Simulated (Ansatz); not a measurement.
**C₂H₅FTe: a ladder of functionals and wavefunction methods**

How much do the methods differ for C₂H₅FTe? The plan is to run it at one geometry with functionals of several rungs and with coupled cluster. The yardstick is the atomisation energy at the CCSD(T) limit.

Method: functionals in def2-TZVPP, the program's frozen cores in correlated methods; program: Ansatz 0.2.0, Gaussian basis.

Levels to be run: LDA (SPW92), PBE-D4, revPBE-D4, BLYP-D4, r2SCAN-D4, B97M-V, PBE0-D4, B3LYP-D4, r2SCANh-D4, r2SCAN0-D4, HSE06-D4, BHLYP-D4, CAM-B3LYP-D4, LC-ωPBE, ωB97X-V, ωB97M-V, B2PLYP, PBE-QIDH; CCSD(T)/def2-SVP; CCSD(T)/def2-TZVPP; MP2/def2-QZVPP; extrapolation to the limit; RPA on PBE.

**1. Structure used throughout**

All runs share one geometry, relaxed beforehand with PBE0-D4 in a triple-zeta def2 set. Te takes the def2 core potential; no spin-orbit term is included.

SMILES `FCC[TeH]`, 9 atoms, charge 0, spin multiplicity 1.

Atoms are counted from 1 here; the program's logs count them from 0.

Bond lengths: F1–C2 1.388 Å, C2–C3 1.504 Å, C2–H5 1.093 Å, C2–H6 1.094 Å, C3–Te4 2.147 Å, C3–H7 1.091 Å, C3–H8 1.089 Å, Te4–H9 1.658 Å. Angles: F1–C2–C3 109.5°, F1–C2–H5 107.9°, F1–C2–H6 107.6°, C3–C2–H5 111.4°, C3–C2–H6 111.4°, H5–C2–H6 108.9°, C2–C3–Te4 111.5°, C2–C3–H7 111.1°, C2–C3–H8 111.9°, Te4–C3–H7 105.2°, Te4–C3–H8 108.3°, H7–C3–H8 108.6°, C3–Te4–H9 93.3°.

**2. LDA**

This LDA is Slater exchange with PW92 correlation.

The input, in.yaml:

```yaml
crystal:
  periodic: [false, false, false]
  atoms:
    - {symbol: F, position_ang: [-1.957609, 0.019562, 0.850927]}
    - {symbol: C, position_ang: [-0.911365, 0.327492, -0.007439]}
    - {symbol: C, position_ang: [0.377686, -0.190505, 0.568035]}
    - {symbol: Te, position_ang: [2.048845, 0.291033, -0.690449]}
    - {symbol: H, position_ang: [-0.884767, 1.413403, -0.129738]}
    - {symbol: H, position_ang: [-1.130592, -0.132607, -0.975142]}
    - {symbol: H, position_ang: [0.596434, 0.280152, 1.527795]}
    - {symbol: H, position_ang: [0.354795, -1.270092, 0.707062]}
    - {symbol: H, position_ang: [1.595174, -0.784839, -1.868150]}
basis:
  gaussian: {orbitals: def2-TZVPP}
hamiltonian: {xc: lda}
output: {orbitals: {seedname: orbitals}}
```

The runs that follow: PBE-D4 (GGA); revPBE-D4 (GGA); BLYP-D4 (GGA); r2SCAN-D4 (meta-GGA); B97M-V (meta-GGA); PBE0-D4 (hybrid); B3LYP-D4 (hybrid); r2SCANh-D4 (hybrid); r2SCAN0-D4 (hybrid); HSE06-D4 (hybrid); BHLYP-D4 (hybrid); CAM-B3LYP-D4 (range-separated); LC-ωPBE (range-separated); ωB97X-V (range-separated); ωB97M-V (range-separated); B2PLYP (double hybrid); PBE-QIDH (double hybrid); CCSD(T) in def2-SVP; CCSD(T) in def2-TZVPP; MP2 in def2-QZVPP; RPA on PBE orbitals.

Before running them: what should the planned runs give, taken together? Wanted: atomisation energy, CCSD(T)/CBS; farthest beyond LDA; mean size of error, GGA; mean size of error, meta-GGA; mean size of error, hybrid; mean size of error, range-separated; mean size of error, double hybrid; gap, smallest and largest; T1 diagnostic.

The runs gave:

| quantity | value |
| --- | --- |
| atomisation energy, CCSD(T)/CBS | 32.325 eV |
| functionals within 0.323 eV (1.0 %) | revPBE-D4, BLYP-D4, r2SCAN-D4, B97M-V, PBE0-D4, B3LYP-D4, HSE06-D4, CAM-B3LYP-D4, ωB97X-V, ωB97M-V |
| farthest beyond LDA | BHLYP-D4 (-1.229 eV) |
| mean size of error, GGA | 0.339 eV |
| mean size of error, meta-GGA | 0.164 eV |
| mean size of error, hybrid | 0.433 eV |
| mean size of error, range-separated | 0.201 eV |
| mean size of error, double hybrid | 0.469 eV |
| gap, smallest and largest | 3.60 eV (BLYP-D4), 10.26 eV (LC-ωPBE) |
| T1 diagnostic | 0.0106 |
| triples share of the correlation energy | 3.0 % |

What this shows: The LDA atomisation energy is off by 4.933 eV (15 %): it overbinds. PBE-D4 misses by +0.604 eV. Double hybrids carry the basis error of their MP2 part in triple zeta, and no dispersion term here, so their miss is partly the set-up's. The rungs meta-GGA, range-separated miss on average by less than the doubt on the reference (0.323 eV), so they tie. The reference freezes the cores and leaves out spin-orbit coupling and excitations past (T), and its outer-core shells are covered unevenly, so misses under about 0.323 eV can't be ranked. All levels share the lack of spin-orbit coupling, which lowers the free heavy atoms and so the true binding. Hartree-Fock recovers 71 % of the binding; the rest is correlation. CCSD(T) in def2-SVP is off by -1.967 eV, worse than the median functional, from the basis alone. The gap grows from 3.6 to 10.3 eV across the functionals, mostly with the share of exact exchange. Correlated methods include outer-core shells of Te, which these sets cover unevenly.
